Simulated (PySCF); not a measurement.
**C3H7FGa−: NMR shifts at several levels of theory, part 1 of 2**

Aim: compute the NMR shifts of C3H7FGa− (`C=[C]([GaH3-])CF`) at several levels, and see how far they spread and what each costs.

Computed with PySCF 2.14.0, with density-fitted response routines of our own, on a single molecule in the gas phase. Atoms are numbered from 0 throughout.

### Step 1. The molecule as given

12 atoms, charge -1, multiplicity 1; geometry from: UFF.

Bonds of the start (Å): C0–C1 1.34, C1–Ga2 1.99, C1–C3 1.50, C3–F4 1.38, C0–H5 1.09, C0–H6 1.09, Ga2–H7 1.61, Ga2–H8 1.61, Ga2–H9 1.61, C3–H10 1.11, C3–H11 1.11.

### Step 2. Relaxing the molecule at PBE0-D3(BJ)/def2-SVP

The job: settings as JSON, then the geometry in Å.

```
{"job": {"xc": "PBE0", "basis": "def2-SVP", "d3": "d3bj", "grid": 1, "kind": "geom"}, "charge": -1, "multiplicity": 1}
C     -0.772619     1.019676     0.976634
C     -0.258807     0.136100     0.114737
Ga     1.714974    -0.020525    -0.062369
C     -1.155940    -0.727528    -0.723307
F     -1.911552    -1.550524     0.091856
H     -0.123640     1.646316     1.580170
H     -1.847503     1.126913     1.088126
H      2.321682     1.398456    -0.521407
H      2.077800    -1.140981    -1.160700
H      2.344474    -0.438437     1.359386
H     -0.556705    -1.359148    -1.411530
H     -1.832165    -0.090317    -1.331597
```

Run with:

```console
$ OMP_NUM_THREADS=1 python probes_run.py task.json out
```

The driver reads the jobs from task.json and runs them one after another.

Standard output:

```text
step   0  E = -2142.30621862  max force = 0.013781
step   1  E = -2142.30926740  max force = 0.004115
step   2  E = -2142.30968008  max force = 0.001917
step   3  E = -2142.31031674  max force = 0.004631
step   4  E = -2142.31125496  max force = 0.016343
step   5  E = -2142.31344854  max force = 0.010703
step   6  E = -2142.31716736  max force = 0.006058
step   7  E = -2142.31795470  max force = 0.006996
step   8  E = -2142.31874174  max force = 0.001102
step   9  E = -2142.31878668  max force = 0.000628
step  10  E = -2142.31880343  max force = 0.000352
step  11  E = -2142.31880789  max force = 0.000151
optimisation converged
```

It took 49 s on 1 thread, shared host.

The steps of the relaxation:

```
step  energy from step 0 (eV)  largest force component (eV/Å)
   0                   0.0000                          0.7086
   1                  -0.0830                          0.2116
   2                  -0.0942                          0.0986
   3                  -0.1115                          0.2381
   4                  -0.1370                          0.8404
   5                  -0.1967                          0.5504
   6                  -0.2979                          0.3115
   7                  -0.3194                          0.3597
   8                  -0.3408                          0.0567
   9                  -0.3420                          0.0323
  10                  -0.3425                          0.0181
  11                  -0.3426                          0.0078
```

Close pairs (by a distance rule), those that changed most:

```
  bond  before (Å)  after (Å)  change (Å)
C1–Ga2       1.988      2.050      +0.062
Ga2–H8       1.610      1.626      +0.016
 C1–C3       1.501      1.487      -0.014
 C0–H6       1.086      1.100      +0.014
 C3–F4       1.383      1.396      +0.013
 C0–H5       1.085      1.097      +0.011
Ga2–H9       1.610      1.616      +0.005
Ga2–H7       1.610      1.615      +0.005
```

The end geometry stands in the next job.

```
                         at the end point                value
  point group (found at 0.08 Å tolerance)                   Cs
rotational constants (GHz, main isotopes)  7.437, 1.391, 1.201
```

### Step 3. Nuclear shieldings: WP04/pcSseg-1

The job: settings as JSON, then the geometry in Å.

```
{"job": {"kind": "nmr", "xc": "WP04", "basis": "pcSseg-1", "pop": false}, "charge": -1, "multiplicity": 1}
C     -0.838682     0.904349     1.135036
C     -0.254358     0.144834     0.198461
Ga     1.759630     0.064384    -0.174685
C     -1.087836    -0.730397    -0.667074
F     -2.463963    -0.663077    -0.442696
H     -0.247300     1.558210     1.787192
H     -1.927101     0.908142     1.291345
H      2.282600     1.536042    -0.586672
H      1.951406    -0.974061    -1.411280
H      2.526850    -0.476752     1.140028
H     -0.784725    -1.787097    -0.537577
H     -0.916522    -0.484577    -1.732079
```

Level: GIAO WP04/pcSseg-1 NMR shielding, non-relativistic, gas phase.

Standard output:

```text
coarse grid: 45560 points
cycle   1  E = -2158.3775217745  dE = -4.371e-01  |g| = 9.015e-01  |ddm| = 3.111e+00
cycle   2  E = -2158.2675689570  dE =  1.100e-01  |g| = 1.219e+00  |ddm| = 1.666e+00
cycle   3  E = -2158.5208992130  dE = -2.533e-01  |g| = 1.245e-01  |ddm| = 1.023e+00
cycle   4  E = -2158.5233801539  dE = -2.481e-03  |g| = 5.166e-02  |ddm| = 1.392e-01
cycle   5  E = -2158.5239809349  dE = -6.008e-04  |g| = 1.244e-02  |ddm| = 5.611e-02
cycle   6  E = -2158.5240156375  dE = -3.470e-05  |g| = 6.181e-03  |ddm| = 1.497e-02
cycle   7  E = -2158.5240244211  dE = -8.784e-06  |g| = 1.319e-03  |ddm| = 5.190e-03
final grid: 96128 points
cycle   8  E = -2158.5240262410  dE =  1.474e-06  |g| = 2.732e-03  |ddm| = 3.933e-03
cycle   9  E = -2158.5240185536  dE =  7.687e-06  |g| = 6.036e-03  |ddm| = 7.241e-03
cycle  10  E = -2158.5240282433  dE = -9.690e-06  |g| = 3.611e-04  |ddm| = 4.831e-03
cycle  11  E = -2158.5240282672  dE = -2.390e-08  |g| = 4.905e-05  |ddm| = 2.924e-04
cycle  12  E = -2158.5240282677  dE = -4.666e-10  |g| = 8.702e-06  |ddm| = 5.544e-05
converged SCF energy = -2158.5240282677

GIAO shielding tensors (ppm)
atom      isotropic    diamagn.    paramagn.     s11        s22        s33       span
  0 C       60.976     254.236    -193.261    -53.302     85.924    150.305    203.607
  1 C       -6.668     261.523    -268.191   -142.868    -24.422    147.288    290.156
  2 Ga    1619.924    2641.789   -1021.865   1601.589   1612.500   1645.682     44.093
  3 C       76.713     245.187    -168.474     33.578     63.833    132.727     99.149
  4 F      405.390     476.607     -71.217    368.085    412.615    435.471     67.386
  5 H       26.902      32.119      -5.217     24.678     25.009     31.020      6.343
  6 H       26.193      31.561      -5.367     23.741     24.465     30.374      6.633
  7 H       28.924      30.037      -1.114     23.633     24.933     38.206     14.573
  8 H       29.186      30.135      -0.949     23.573     26.075     37.911     14.338
  9 H       28.926      30.033      -1.107     23.649     24.910     38.219     14.571
 10 H       26.612      29.703      -3.091     21.998     27.298     30.540      8.542
 11 H       26.587      29.739      -3.152     21.855     27.183     30.723      8.868
```

Wall time 8.6 s (1 thread, shared host).

The references, computed at this level on geometries of the same kind, shield at (ppm): ¹H TMS 31.56, ¹³C TMS 172.4, ¹⁹F CFCl3 177.0, ⁷¹Ga GaH4- 1667. Their shielding less the atom's gives the shift. The references are single molecules in the gas phase, so shifts against H2O, NH3, PH3, H3PO4 or CFCl3 are not on the usual liquid scales and can be off by tens of ppm. Shifts against hydride references such as AlH4− lie on their own scale. Atoms listed in one row are averaged.

```
     atoms                                 environment  σ (ppm)  δ (ppm)
        C1             fully substituted alkene carbon     -6.7    179.1
        C0                        terminal =CH2 carbon     61.0    111.5
        C3                 allylic sp3 CH2 bonded to F     76.7     95.7
        H6          hydrogen on a terminal =CH2 carbon    26.19     5.37
  H10, H11  hydrogen on an allylic sp3 CH2 bonded to F    26.60     4.96
        H5          hydrogen on a terminal =CH2 carbon    26.90     4.66
H7, H8, H9                hydrogen on a Ga bonded to C    29.01     2.55
       Ga2                         Ga bonded to C, 3 H     1620       47
        F4                   fluorine on an sp3 carbon    405.4   -228.4
```

### Step 4. Shielding tensors: B97-2/pcSseg-1

Same as in step 3 but for these lines:

```diff
@@ -1,2 +1,2 @@
-{"job": {"kind": "nmr", "xc": "WP04", "basis": "pcSseg-1", "pop": false}, "charge": -1, "multiplicity": 1}
+{"job": {"kind": "nmr", "xc": "B97-2", "basis": "pcSseg-1", "pop": false}, "charge": -1, "multiplicity": 1}
 C     -0.838682     0.904349     1.135036
```

With the program's defaults for keys left out, this is: GIAO B97-2/pcSseg-1 NMR shielding, non-relativistic, gas phase.

Standard output:

```text
coarse grid: 45560 points
cycle   1  E = -2143.3225942412  dE = -3.801e-01  |g| = 9.247e-01  |ddm| = 3.083e+00
cycle   2  E = -2143.2840793511  dE =  3.851e-02  |g| = 1.062e+00  |ddm| = 1.222e+00
cycle   3  E = -2143.4194152263  dE = -1.353e-01  |g| = 1.076e-01  |ddm| = 6.894e-01
cycle   4  E = -2143.4212546109  dE = -1.839e-03  |g| = 3.712e-02  |ddm| = 1.258e-01
cycle   5  E = -2143.4214965255  dE = -2.419e-04  |g| = 1.326e-02  |ddm| = 4.211e-02
cycle   6  E = -2143.4215354155  dE = -3.889e-05  |g| = 3.673e-03  |ddm| = 1.253e-02
cycle   7  E = -2143.4215388102  dE = -3.395e-06  |g| = 8.406e-04  |ddm| = 3.671e-03
final grid: 96128 points
cycle   8  E = -2143.4215470980  dE =  2.816e-07  |g| = 1.420e-03  |ddm| = 2.505e-03
cycle   9  E = -2143.4215459353  dE =  1.163e-06  |g| = 2.586e-03  |ddm| = 3.424e-03
cycle  10  E = -2143.4215476071  dE = -1.672e-06  |g| = 2.050e-04  |ddm| = 2.156e-03
cycle  11  E = -2143.4215476158  dE = -8.715e-09  |g| = 3.043e-05  |ddm| = 1.730e-04
cycle  12  E = -2143.4215476160  dE = -1.778e-10  |g| = 4.187e-06  |ddm| = 3.327e-05
converged SCF energy = -2143.4215476160

GIAO shielding tensors (ppm)
atom      isotropic    diamagn.    paramagn.     s11        s22        s33       span
  0 C       74.339     253.002    -178.663    -36.274     96.944    162.348    198.622
  1 C        9.893     260.389    -250.496   -118.903    -12.137    160.720    279.623
  2 Ga    1641.836    2637.557    -995.721   1611.685   1629.505   1684.320     72.635
  3 C       91.138     243.363    -152.226     51.641     76.959    144.813     93.172
  4 F      409.362     473.544     -64.182    370.794    421.492    435.801     65.007
  5 H       26.439      31.722      -5.283     24.207     24.314     30.796      6.589
  6 H       25.660      31.257      -5.597     23.178     23.906     29.897      6.719
  7 H       28.121      29.134      -1.012     22.653     24.078     37.634     14.982
  8 H       28.383      29.123      -0.739     22.636     25.212     37.302     14.666
  9 H       28.124      29.129      -1.006     22.666     24.054     37.651     14.985
 10 H       26.271      29.209      -2.938     21.352     27.145     30.315      8.962
 11 H       26.244      29.241      -2.997     21.190     27.028     30.514      9.323
```

It took 8.5 s on 1 thread, shared host.

In short: δ C1 173.8, C0 109.4, C3 92.6, Ga2 64, H6 5.71, H10 5.12 ppm (means over like atoms).

### Step 5. Shielding tensors: BHandHLYP/pcSseg-1

Same as in step 4 but for these lines:

```diff
@@ -1,2 +1,2 @@
-{"job": {"kind": "nmr", "xc": "B97-2", "basis": "pcSseg-1", "pop": false}, "charge": -1, "multiplicity": 1}
+{"job": {"kind": "nmr", "xc": "BHandHLYP", "basis": "pcSseg-1", "pop": false}, "charge": -1, "multiplicity": 1}
 C     -0.838682     0.904349     1.135036
```

Level: GIAO BHandHLYP/pcSseg-1 NMR shielding, non-relativistic, gas phase.

Standard output:

```text
coarse grid: 45560 points
cycle   1  E = -2142.7645611058  dE = -3.503e-01  |g| = 8.399e-01  |ddm| = 3.031e+00
cycle   2  E = -2142.7812988550  dE = -1.674e-02  |g| = 7.805e-01  |ddm| = 8.754e-01
cycle   3  E = -2142.8466759237  dE = -6.538e-02  |g| = 7.068e-02  |ddm| = 4.212e-01
cycle   4  E = -2142.8473826853  dE = -7.068e-04  |g| = 2.649e-02  |ddm| = 8.025e-02
cycle   5  E = -2142.8475308175  dE = -1.481e-04  |g| = 8.585e-03  |ddm| = 2.974e-02
cycle   6  E = -2142.8475478714  dE = -1.705e-05  |g| = 2.127e-03  |ddm| = 8.547e-03
cycle   7  E = -2142.8475489833  dE = -1.112e-06  |g| = 6.252e-04  |ddm| = 2.224e-03
final grid: 96128 points
cycle   8  E = -2142.8475543522  dE = -2.099e-08  |g| = 6.319e-04  |ddm| = 1.275e-03
cycle   9  E = -2142.8475543128  dE =  3.940e-08  |g| = 7.739e-04  |ddm| = 1.123e-03
cycle  10  E = -2142.8475544567  dE = -1.440e-07  |g| = 6.062e-05  |ddm| = 6.102e-04
cycle  11  E = -2142.8475544577  dE = -9.231e-10  |g| = 1.576e-05  |ddm| = 6.070e-05
converged SCF energy = -2142.8475544577

GIAO shielding tensors (ppm)
atom      isotropic    diamagn.    paramagn.     s11        s22        s33       span
  0 C       71.125     252.723    -181.598    -50.583    100.388    163.570    214.153
  1 C        3.047     260.629    -257.581   -139.037    -15.385    163.564    302.601
  2 Ga    1686.067    2635.785    -949.718   1655.792   1677.165   1725.244     69.452
  3 C       91.896     242.249    -150.354     52.875     77.362    145.449     92.574
  4 F      423.066     474.396     -51.330    385.998    436.360    446.839     60.841
  5 H       26.593      31.779      -5.186     24.298     24.337     31.145      6.847
  6 H       25.848      31.236      -5.388     23.235     23.950     30.360      7.125
  7 H       28.313      29.220      -0.907     22.805     24.232     37.901     15.096
  8 H       28.579      29.201      -0.622     22.796     25.355     37.586     14.791
  9 H       28.315      29.215      -0.900     22.819     24.208     37.919     15.100
 10 H       26.477      29.209      -2.732     21.598     27.415     30.417      8.819
 11 H       26.450      29.239      -2.788     21.437     27.299     30.616      9.179
```

Wall time 8.2 s (1 thread, shared host).

In short: δ C1 180.9, C0 112.9, C3 92.1, Ga2 62, H6 5.60, H10 4.98 ppm (means over like atoms).

### Step 6. Shielding tensors: CAM-B3LYP/pcSseg-1

Same as in step 5 but for these lines:

```diff
@@ -1,2 +1,2 @@
-{"job": {"kind": "nmr", "xc": "BHandHLYP", "basis": "pcSseg-1", "pop": false}, "charge": -1, "multiplicity": 1}
+{"job": {"kind": "nmr", "xc": "CAM-B3LYP", "basis": "pcSseg-1", "pop": false}, "charge": -1, "multiplicity": 1}
 C     -0.838682     0.904349     1.135036
```

With the program's defaults for keys left out, this is: GIAO CAM-B3LYP/pcSseg-1 NMR shielding, non-relativistic, gas phase.

Standard output:

```text
coarse grid: 45560 points
cycle   1  E = -2142.9324932034  dE = -3.386e-01  |g| = 1.023e+00  |ddm| = 3.043e+00
cycle   2  E = -2142.9235835515  dE =  8.910e-03  |g| = 1.072e+00  |ddm| = 1.014e+00
cycle   3  E = -2143.0366016655  dE = -1.130e-01  |g| = 8.858e-02  |ddm| = 5.395e-01
cycle   4  E = -2143.0375888550  dE = -9.872e-04  |g| = 3.489e-02  |ddm| = 9.200e-02
cycle   5  E = -2143.0378323358  dE = -2.435e-04  |g| = 9.161e-03  |ddm| = 3.262e-02
cycle   6  E = -2143.0378476445  dE = -1.531e-05  |g| = 2.984e-03  |ddm| = 9.316e-03
cycle   7  E = -2143.0378497199  dE = -2.075e-06  |g| = 6.285e-04  |ddm| = 2.914e-03
final grid: 96128 points
cycle   8  E = -2143.0378540597  dE = -1.994e-08  |g| = 6.800e-04  |ddm| = 1.300e-03
cycle   9  E = -2143.0378540051  dE =  5.460e-08  |g| = 8.736e-04  |ddm| = 1.141e-03
cycle  10  E = -2143.0378541699  dE = -1.648e-07  |g| = 7.172e-05  |ddm| = 6.149e-04
cycle  11  E = -2143.0378541710  dE = -1.179e-09  |g| = 1.391e-05  |ddm| = 6.375e-05
cycle  12  E = -2143.0378541711  dE = -6.730e-11  |g| = 4.861e-06  |ddm| = 2.592e-05
converged SCF energy = -2143.0378541711

GIAO shielding tensors (ppm)
atom      isotropic    diamagn.    paramagn.     s11        s22        s33       span
  0 C       69.410     252.333    -182.924    -49.169     94.700    162.698    211.868
  1 C       -0.592     259.903    -260.494   -139.655    -22.562    160.443    300.098
  2 Ga    1637.311    2635.969    -998.658   1601.396   1626.015   1684.521     83.125
  3 C       87.135     242.622    -155.486     46.527     70.987    143.892     97.365
  4 F      415.949     473.950     -58.001    378.676    427.238    441.933     63.257
  5 H       26.443      31.662      -5.219     24.191     24.264     30.873      6.682
  6 H       25.708      31.202      -5.494     23.208     23.922     29.995      6.787
  7 H       28.098      29.080      -0.983     22.584     24.017     37.691     15.107
  8 H       28.371      29.066      -0.695     22.581     25.156     37.376     14.795
  9 H       28.100      29.075      -0.976     22.598     23.992     37.709     15.112
 10 H       26.251      29.188      -2.937     21.356     27.000     30.397      9.041
 11 H       26.224      29.220      -2.996     21.192     26.883     30.596      9.404
```

Run time: 12 s. Hardware: 1 thread, shared host.

This run: δ C1 183.0, C0 113.0, C3 95.3, Ga2 69, H6 5.62, H10 5.09 ppm (means over like atoms).

### Step 7. NMR shieldings: wB97X-D/pcSseg-1

Same as in step 6 but for these lines:

```diff
@@ -1,2 +1,2 @@
-{"job": {"kind": "nmr", "xc": "CAM-B3LYP", "basis": "pcSseg-1", "pop": false}, "charge": -1, "multiplicity": 1}
+{"job": {"kind": "nmr", "xc": "wB97X-D", "basis": "pcSseg-1", "pop": false}, "charge": -1, "multiplicity": 1}
 C     -0.838682     0.904349     1.135036
```

Method: GIAO wB97X-D/pcSseg-1 NMR shielding, non-relativistic, gas phase.

Standard output:

```text
coarse grid: 45560 points
cycle   1  E = -2142.9012982165  dE = -3.390e-01  |g| = 9.754e-01  |ddm| = 3.028e+00
cycle   2  E = -2142.9080312460  dE = -6.733e-03  |g| = 9.717e-01  |ddm| = 9.255e-01
cycle   3  E = -2143.0008962795  dE = -9.287e-02  |g| = 8.122e-02  |ddm| = 4.713e-01
cycle   4  E = -2143.0017539741  dE = -8.577e-04  |g| = 2.931e-02  |ddm| = 7.772e-02
cycle   5  E = -2143.0019490815  dE = -1.951e-04  |g| = 8.132e-03  |ddm| = 3.102e-02
cycle   6  E = -2143.0019632459  dE = -1.416e-05  |g| = 3.010e-03  |ddm| = 1.017e-02
cycle   7  E = -2143.0019652968  dE = -2.051e-06  |g| = 5.634e-04  |ddm| = 3.108e-03
final grid: 96128 points
cycle   8  E = -2143.0017833927  dE = -1.118e-06  |g| = 1.128e-03  |ddm| = 2.521e-03
cycle   9  E = -2143.0017833634  dE =  2.933e-08  |g| = 1.288e-03  |ddm| = 1.203e-03
cycle  10  E = -2143.0017835732  dE = -2.098e-07  |g| = 7.296e-05  |ddm| = 6.805e-04
cycle  11  E = -2143.0017835746  dE = -1.404e-09  |g| = 3.826e-05  |ddm| = 1.141e-04
cycle  12  E = -2143.0017835750  dE = -3.997e-10  |g| = 7.636e-06  |ddm| = 4.731e-05
converged SCF energy = -2143.0017835750

GIAO shielding tensors (ppm)
atom      isotropic    diamagn.    paramagn.     s11        s22        s33       span
  0 C       71.628     253.030    -181.402    -44.638     95.764    163.759    208.397
  1 C        6.227     260.639    -254.412   -128.290    -15.793    162.764    291.054
  2 Ga    1646.085    2636.201    -990.116   1610.809   1634.495   1692.952     82.143
  3 C       90.782     243.039    -152.257     50.341     75.614    146.392     96.052
  4 F      415.725     473.587     -57.862    379.045    427.133    440.997     61.952
  5 H       26.414      31.674      -5.261     24.099     24.293     30.849      6.750
  6 H       25.698      31.240      -5.542     23.121     23.970     30.002      6.881
  7 H       28.089      29.095      -1.005     22.578     24.013     37.677     15.099
  8 H       28.349      29.076      -0.727     22.557     25.152     37.338     14.781
  9 H       28.091      29.090      -0.999     22.591     23.988     37.694     15.103
 10 H       26.338      29.226      -2.888     21.412     27.162     30.440      9.028
 11 H       26.310      29.258      -2.948     21.249     27.045     30.636      9.388
```

Run time: 11 s. Hardware: 1 thread, shared host.

In short: δ C1 178.3, C0 112.9, C3 93.8, Ga2 68, H6 5.68, H10 5.06 ppm (means over like atoms).

### Step 8. Shielding tensors: LC-wPBE/pcSseg-1

Same as in step 7 but for these lines:

```diff
@@ -1,2 +1,2 @@
-{"job": {"kind": "nmr", "xc": "wB97X-D", "basis": "pcSseg-1", "pop": false}, "charge": -1, "multiplicity": 1}
+{"job": {"kind": "nmr", "xc": "LC-wPBE", "basis": "pcSseg-1", "pop": false}, "charge": -1, "multiplicity": 1}
 C     -0.838682     0.904349     1.135036
```

With the program's defaults for keys left out, this is: GIAO LC-wPBE/pcSseg-1 NMR shielding, non-relativistic, gas phase.

Standard output:

```text
coarse grid: 45560 points
cycle   1  E = -2142.5194880847  dE = -3.090e-01  |g| = 1.064e+00  |ddm| = 3.024e+00
cycle   2  E = -2142.5346674870  dE = -1.518e-02  |g| = 1.032e+00  |ddm| = 9.168e-01
cycle   3  E = -2142.6306532136  dE = -9.599e-02  |g| = 8.528e-02  |ddm| = 4.688e-01
cycle   4  E = -2142.6317105664  dE = -1.057e-03  |g| = 2.624e-02  |ddm| = 8.283e-02
cycle   5  E = -2142.6318792244  dE = -1.687e-04  |g| = 8.036e-03  |ddm| = 3.147e-02
cycle   6  E = -2142.6318967294  dE = -1.750e-05  |g| = 2.553e-03  |ddm| = 1.188e-02
cycle   7  E = -2142.6318983235  dE = -1.594e-06  |g| = 7.362e-04  |ddm| = 2.868e-03
final grid: 96128 points
cycle   8  E = -2142.6318214654  dE = -1.383e-07  |g| = 6.485e-04  |ddm| = 1.350e-03
cycle   9  E = -2142.6318214796  dE = -1.420e-08  |g| = 7.129e-04  |ddm| = 9.176e-04
cycle  10  E = -2142.6318215696  dE = -9.004e-08  |g| = 5.171e-05  |ddm| = 4.155e-04
cycle  11  E = -2142.6318215707  dE = -1.059e-09  |g| = 2.322e-05  |ddm| = 8.838e-05
cycle  12  E = -2142.6318215710  dE = -3.170e-10  |g| = 6.111e-06  |ddm| = 6.037e-05
converged SCF energy = -2142.6318215710

GIAO shielding tensors (ppm)
atom      isotropic    diamagn.    paramagn.     s11        s22        s33       span
  0 C       71.565     252.746    -181.181    -50.601     95.936    169.361    219.962
  1 C        6.859     261.829    -254.969   -133.271    -15.526    169.375    302.646
  2 Ga    1640.374    2635.633    -995.259   1604.469   1632.154   1684.497     80.028
  3 C       94.954     242.796    -147.843     53.724     78.306    152.831     99.107
  4 F      422.723     473.387     -50.664    387.941    432.401    447.828     59.887
  5 H       26.297      31.661      -5.364     23.807     24.173     30.913      7.106
  6 H       25.630      31.253      -5.623     22.936     23.896     30.057      7.121
  7 H       28.180      28.997      -0.818     22.639     24.044     37.856     15.217
  8 H       28.444      28.971      -0.526     22.579     25.204     37.550     14.972
  9 H       28.182      28.993      -0.811     22.655     24.019     37.872     15.217
 10 H       26.343      29.247      -2.905     21.328     27.209     30.492      9.164
 11 H       26.314      29.277      -2.963     21.161     27.097     30.683      9.521
```

Run time: 17 s. Hardware: 1 thread, shared host.

In short: δ C1 181.7, C0 117.0, C3 93.6, Ga2 66, H6 5.70, H5 5.03 ppm.

(Continued in part 2 of 2.)
